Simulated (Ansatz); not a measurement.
# SnAs (rocksalt type): a single-point run

Aim: a sound single-point run of SnAs (rocksalt type). The structure is shown as the input types it.

Program: Ansatz 0.2.0. Level of theory: DFT, r2SCAN, PAW with Ansatz's default frozen-core files, scalar-relativistic. These are calculated values, not measurements.

## (1) The starting structure

It takes space group Fm-3m (No. 225, cubic). Conventional cell: a = 10.866 Å, b = 10.866 Å, c = 10.866 Å, α = 90.00°, β = 90.00°, γ = 90.00°.

As a file:

```
CELL_PARAMETERS angstrom
5.43280 5.43280 0.00000
-5.43280 5.43280 0.00000
0.00000 0.00000 10.86560
ATOMIC_POSITIONS crystal
Sn 0.00000 0.00000 0.00000
Sn 0.50000 0.50000 0.50000
As 0.50000 0.50000 0.00000
As 0.00000 0.00000 0.50000
```

## (2) Input and run

input.yaml reads:

```yaml
crystal:
  lattice:
    - [5.43279771, 5.43279771, 0.0]
    - [-5.43279771, 5.43279771, 0.0]
    - [0.0, 0.0, 10.86559542]
  atoms:
    - { symbol: Sn, position: [0.0, 0.0, 0.0] }
    - { symbol: Sn, position: [0.5, 0.5, 0.5] }
    - { symbol: As, position: [0.5, 0.5, 0.0] }
    - { symbol: As, position: [0.0, 0.0, 0.5] }
kpoints:
  mp_grid: { grid: [9, 9, 7] }
scf:
  occupations: { method: fermi_dirac, width: 0.1 }
  max_iter: 80
hamiltonian:
  xc: r2scan
  pseudopotentials: { kind: paw }
output:
  forces: true
  stress: true
  eigenvalues: true
```

The run is started by

```console
$ ansatz run input.yaml --threads 3 --pin off --max-ram 8192MiB --backend cpu --events-out ev --progress --plain --runs-dir out
```

**Question.** How will this run end, and is anything wrong with its input?

This run ends as converged. Convergence says nothing about whether the input makes sense.

The structure is inflated by the factor 1.89 between bohr and ångström. The shortest distance in the input is 5.43 Å, between atoms 1 (Sn) and 3 (As).

Remedy: convert the lengths to the unit that the input reads.
